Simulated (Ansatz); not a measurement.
# MoOs: the cost of one run

All numbers are computed with Ansatz 0.2.0, driven from Python. The levels of theory stand in the script.

## Step 1: The structure

It takes space group P-6m2 (No. 187, hexagonal). The conventional cell has a = 2.782 Å, b = 2.782 Å, c = 4.507 Å, α = 90.00°, β = 90.00°, γ = 120.00°. Mo (site symmetry -6m2) has 6 Os at 2.77 Å and 6 Mo at 2.78 Å as nearest neighbours. Os (site symmetry -6m2) is surrounded by 6 Mo at 2.77 Å and 6 Os at 2.78 Å.

POSCAR_moos, read by the script:

```text
MoOs
1.0
   2.78175569    0.00000000    0.00000000
  -1.39087784    2.40907109    0.00000000
   0.00000000    0.00000000    4.50705500
Mo Os
1 1
Direct
   0.66666667    0.33333333    0.50000000
   0.33333333    0.66666667    0.00000000
```

## Step 2: The script

nc_paw_moos.py

```python
# -*- coding: utf-8 -*-
"""Two kinds of potentials on MoOs."""

import ansatz
from ase.io import read
import numpy as np
import pandas as pd

SETTINGS = {
    "kspacing": 0.2,
    "sigma": 0.05,
}


def count_gap(report):
    # lowest empty less highest filled band, counting bands; zero where they overlap
    return max(report.get("gap_by_band_count_ev") or 0.0, 0.0)

atoms = read("POSCAR_moos", format="vasp")
cell = ansatz.Crystal.from_ase(atoms)

base = (
    cell.calculation()
    .functional(ansatz.Functional.PBESOL)
    .kpoints(spacing=SETTINGS["kspacing"])
    .occupations(ansatz.OccupationsMethod.FERMI_DIRAC, width=SETTINGS["sigma"])
    .stress()
    .forces()
    .band_table()
)
variants = {
    "PAW": base.pseudopotentials("paw"),
    "norm-conserving": base.pseudopotentials("nc"),
}
# totals differ by the cores that each treatment holds, so compare what does not depend on them
rows = []
for label, variant in variants.items():
    r = variant.run(threads=1).report
    levels = np.array(r["eigenvalues_ev"][0]) - r["fermi_energy_ev"]
    print(label, "levels at the first k-point near E_F:", np.round(levels[np.abs(levels) < 5], 3))
    rows.append((label, r["n_electrons"], np.trace(r["stress_gpa"]) / 3, count_gap(r)))
print(pd.DataFrame(rows, columns=["treatment", "electrons in bands", "P GPa", "gap by band count eV"]).round(4).to_string(index=False))
```

## Step 3: The input behind the calls

The engine receives this input (first run):

```yaml
crystal:
  lattice:
    - [2.78175569, 0.0, 0.0]
    - [-1.39087784, 2.40907109, 0.0]
    - [0.0, 0.0, 4.507055]
  atoms:
    - { symbol: Mo, position: [0.66666667, 0.33333333, 0.5] }
    - { symbol: Os, position: [0.3333333299999999, 0.66666667, 0.0] }
kpoints:
  mp_grid:
    kspacing: 0.2
hamiltonian:
  xc: pbesol
  pseudopotentials:
    kind: paw
scf:
  occupations:
    method: fermi_dirac
    width: 0.05
output:
  forces: true
  stress: true
  eigenvalues: true
```

## Step 4: Launch

On the command line:

```sh
$ python nc_paw_moos.py
```

Q: Estimate wall time and peak memory on 1 thread of Arm Neoverse V2, shared host.

About 27 s, with a peak of 0.58 GiB.
